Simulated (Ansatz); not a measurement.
# BH2ClO (SMILES OBCl): CAM-B3LYP/def2-SVPD

Aim: the electronic atomisation energy of BH2ClO at CAM-B3LYP/def2-SVPD, from 5 runs. 

The calculation is run with Ansatz 0.2.0.

64 further runs of the same task are left out: 64 set aside as unsound or not needed.

**1. The molecule**

BH2ClO: 5 atoms, total charge 0, spin state singlet. As SMILES, `OBCl`. The shape is that of a PBE0-D4/def2-TZVP optimisation. This is one conformer, not always the lowest.

Bond lengths: O1–B2 1.340 Å, B2–Cl3 1.766 Å, O1–H4 0.963 Å, B2–H5 1.189 Å. Angles: O1–B2–Cl3 121.0°, O1–B2–H5 119.8°, Cl3–B2–H5 119.2°, B2–O1–H4 113.9°.

**2. A single-point energy at CAM-B3LYP/def2-SVPD**

job.yaml reads:

```yaml
crystal:
  periodic: [false, false, false]
  atoms:
    - {symbol: O, position_ang: [-0.863300, -0.618600, -0.002900]}
    - {symbol: B, position_ang: [0.379000, -0.137200, 0.137900]}
    - {symbol: Cl, position_ang: [0.788600, 1.496000, -0.395300]}
    - {symbol: H, position_ang: [-1.477700, 0.001200, -0.409700]}
    - {symbol: H, position_ang: [1.223300, -0.815100, 0.628600]}
basis:
  gaussian:
    orbitals: def2-SVPD
hamiltonian:
  xc: {name: CAM-B3LYP}
accuracy: high
output: {orbitals: {seedname: orbitals}}
```

Launch:

```console
ansatz run job.yaml --threads 1 --pin off --max-ram 3480MiB --events-out events.jsonl --progress --plain --runs-dir runs
```

Log:

```text
Warning: RAYON_NUM_THREADS=1 ignored (pool sized by the plan → 1); use --threads N
Functional definition: CAM-B3LYP
  name "CAM-B3LYP"
  parameter alpha = 0.19
  parameter beta = 0.46
  parameter omega = 0.33/bohr
  parameter ac = 0.81
  exchange = (1 - alpha - beta)*b88_x + beta*b88_x_sr(omega) + alpha*exact_x + beta*exact_x_lr(omega)
  correlation = (1 - ac)*vwn5_c + ac*lyp_c
1663 factors; integrals over basis functions are off by at most 3.7e-9 eV
447 factors; integrals over basis functions are off by at most 2.2e-9 eV
mean field evaluation 1: about -15271.3028 eV, gradient 4.4e1 eV
mean field evaluation 2: about -15268.3738 eV, gradient 6.1e1 eV
mean field evaluation 4: about -15274.6568 eV, gradient 9.8e-1 eV
mean field evaluation 8: about -15274.6586 eV, gradient 6.0e-2 eV
mean field evaluation 16: about -15274.6586 eV, gradient 4.6e-6 eV
mean field -15274.65864040 eV, -561.3333514993 hartree, gradient 4.0e-8 eV, S^2 0.000000; 0 other end points of the search recorded, 0 dependent functions left out
reference -15274.65865705 eV, -561.3333521110 hartree; 16, 16 occupied and 70, 70 virtual orbitals, 1663 factors
Total energy: -15274.65865705 eV, -561.3333521110 hartree
```

It took 4.8 s on 1 thread of Arm Neoverse V2, shared host; peak memory 0.26 GiB.

**3. The B atom, same level**

run.yaml reads:

```yaml
crystal:
  periodic: [false, false, false]
  atoms:
    - {symbol: B, position_ang: [0.000000, 0.000000, 0.000000]}
basis:
  gaussian: {orbitals: def2-SVPD}
total_charge: 0
magnetization: {spin_polarized: true, initial_magnetization: 1}
hamiltonian: {xc: {name: CAM-B3LYP}}
accuracy: high
```

Launch:

```console
ansatz run run.yaml --threads 1 --pin off --max-ram 3480MiB --events-out events.jsonl --progress --plain --runs-dir runs
```

Log:

```text
Warning: RAYON_NUM_THREADS=1 ignored (pool sized by the plan → 1); use --threads N
Functional definition: CAM-B3LYP
  name "CAM-B3LYP"
  parameter alpha = 0.19
  parameter beta = 0.46
  parameter omega = 0.33/bohr
  parameter ac = 0.81
  exchange = (1 - alpha - beta)*b88_x + beta*b88_x_sr(omega) + alpha*exact_x + beta*exact_x_lr(omega)
  correlation = (1 - ac)*vwn5_c + ac*lyp_c
161 factors; integrals over basis functions are off by at most 2.8e-9 eV
110 factors; integrals over basis functions are off by at most 6.5e-10 eV
mean field evaluation 1: about -669.6582 eV, gradient 2.4e0 eV
mean field evaluation 2: about -669.7261 eV, gradient 6.6e-1 eV
mean field evaluation 4: about -669.7216 eV, gradient 6.3e-1 eV
mean field evaluation 8: about -669.7271 eV, gradient 6.7e-4 eV
mean field evaluation 16: about -669.7271 eV, gradient 7.4e-8 eV
mean field -669.72709872 eV, -24.6120169208 hartree, gradient 7.4e-8 eV, S^2 0.753470; 0 other end points of the search recorded, 0 dependent functions left out
reference -669.72710977 eV, -24.6120173266 hartree; 3, 2 occupied and 17, 18 virtual orbitals, 161 factors
Total energy: -669.72710977 eV, -24.6120173266 hartree
```

Run time: 0.46 s. Hardware: 1 thread of Arm Neoverse V2, shared host.

**4. The Cl atom**

run.yaml reads:

```yaml
crystal:
  periodic: [false, false, false]
  atoms:
    - {symbol: Cl, position_ang: [0.000000, 0.000000, 0.000000]}
basis:
  gaussian:
    orbitals: def2-SVPD
accuracy: high
hamiltonian:
  xc: {name: CAM-B3LYP}
magnetization:
  spin_polarized: true
  initial_magnetization: 1
```

Launch:

```console
ansatz run run.yaml --threads 1 --pin off --max-ram 3480MiB --events-out events.jsonl --progress --plain --runs-dir runs
```

Log:

```text
Warning: RAYON_NUM_THREADS=1 ignored (pool sized by the plan → 1); use --threads N
Functional definition: CAM-B3LYP
  name "CAM-B3LYP"
  parameter alpha = 0.19
  parameter beta = 0.46
  parameter omega = 0.33/bohr
  parameter ac = 0.81
  exchange = (1 - alpha - beta)*b88_x + beta*b88_x_sr(omega) + alpha*exact_x + beta*exact_x_lr(omega)
  correlation = (1 - ac)*vwn5_c + ac*lyp_c
222 factors; integrals over basis functions are off by at most 2.5e-9 eV
110 factors; integrals over basis functions are off by at most 4.7e-10 eV
mean field evaluation 1: about -12517.5868 eV, gradient 2.8e0 eV
mean field evaluation 2: about -12517.6361 eV, gradient 6.9e-1 eV
mean field evaluation 4: about -12517.6371 eV, gradient 7.1e-1 eV
mean field evaluation 8: about -12517.6406 eV, gradient 3.4e-3 eV
mean field evaluation 16: about -12517.6406 eV, gradient 2.1e-8 eV
mean field -12517.64059300 eV, -460.0148070311 hartree, gradient 1.6e-8 eV, S^2 0.752349; 0 other end points of the search recorded, 0 dependent functions left out
reference -12517.64060400 eV, -460.0148074353 hartree; 9, 8 occupied and 18, 19 virtual orbitals, 222 factors
Total energy: -12517.64060400 eV, -460.0148074353 hartree
```

Run time: 1 s. Hardware: 1 thread of Arm Neoverse V2, shared host.

**5. The H atom**

molecule.yaml reads:

```yaml
crystal:
  periodic: [false, false, false]
  atoms:
    - {symbol: H, position_ang: [0.000000, 0.000000, 0.000000]}
basis:
  gaussian: {orbitals: def2-SVPD}
hamiltonian: {xc: {name: CAM-B3LYP}}
accuracy: high
magnetization: {spin_polarized: true, initial_magnetization: 1}
```

Launch:

```console
ansatz run molecule.yaml --threads 1 --pin off --max-ram 3480MiB --events-out events.jsonl --progress --plain --runs-dir runs
```

Log:

```text
Warning: RAYON_NUM_THREADS=1 ignored (pool sized by the plan → 1); use --threads N
Functional definition: CAM-B3LYP
  name "CAM-B3LYP"
  parameter alpha = 0.19
  parameter beta = 0.46
  parameter omega = 0.33/bohr
  parameter ac = 0.81
  exchange = (1 - alpha - beta)*b88_x + beta*b88_x_sr(omega) + alpha*exact_x + beta*exact_x_lr(omega)
  correlation = (1 - ac)*vwn5_c + ac*lyp_c
33 factors; integrals over basis functions are off by at most 2.1e-9 eV
32 factors; integrals over basis functions are off by at most 5.1e-10 eV
mean field evaluation 1: about -13.5418 eV, gradient 7.2e-1 eV
mean field evaluation 2: about -13.5482 eV, gradient 1.2e-1 eV
mean field evaluation 4: about -13.5484 eV, gradient 1.3e-4 eV
mean field evaluation 8: about -13.5484 eV, gradient 4.7e-8 eV
mean field -13.54840926 eV, -0.4978948570 hartree, gradient 4.7e-8 eV, S^2 0.750000; 0 other end points of the search recorded, 0 dependent functions left out
reference -13.54841854 eV, -0.4978951979 hartree; 1, 0 occupied and 7, 8 virtual orbitals, 33 factors
Total energy: -13.54841854 eV, -0.4978951979 hartree
```

Run time: 0.14 s. Hardware: 1 thread of Arm Neoverse V2, shared host.

**6. The O atom at the same level**

job.yaml reads:

```yaml
crystal:
  periodic: [false, false, false]
  atoms:
    - {symbol: O, position_ang: [0.000000, 0.000000, 0.000000]}
basis:
  gaussian:
    orbitals: def2-SVPD
magnetization:
  spin_polarized: true
  initial_magnetization: 2
hamiltonian:
  xc: {name: CAM-B3LYP}
accuracy: high
```

Run the same way, it converges to -74.98620 Eh (log not shown).

**7. What came out**

At CAM-B3LYP/def2-SVPD:

| quantity | value |
| --- | --- |
| molecule: total energy | -561.33335 Eh |
| molecule: HOMO energy | -10.65 eV |
| molecule: LUMO energy | 0.63 eV |
| molecule: HOMO–LUMO gap | 11.27 eV |
| B atom: total energy | -24.61202 Eh |
| B atom: ⟨S²⟩ | 0.753 |
| Cl atom: total energy | -460.01481 Eh |
| Cl atom: ⟨S²⟩ | 0.752 |
| H atom: total energy | -0.49790 Eh |
| H atom: ⟨S²⟩ | 0.750 |
| O atom: total energy | -74.98620 Eh |
| O atom: ⟨S²⟩ | 2.004 |
| electronic atomisation energy | 19.716 eV |

**Reading.** Taking the molecule apart into free atoms costs 19.72 eV (455 kcal/mol), before zero-point energy and without spin-orbit coupling.
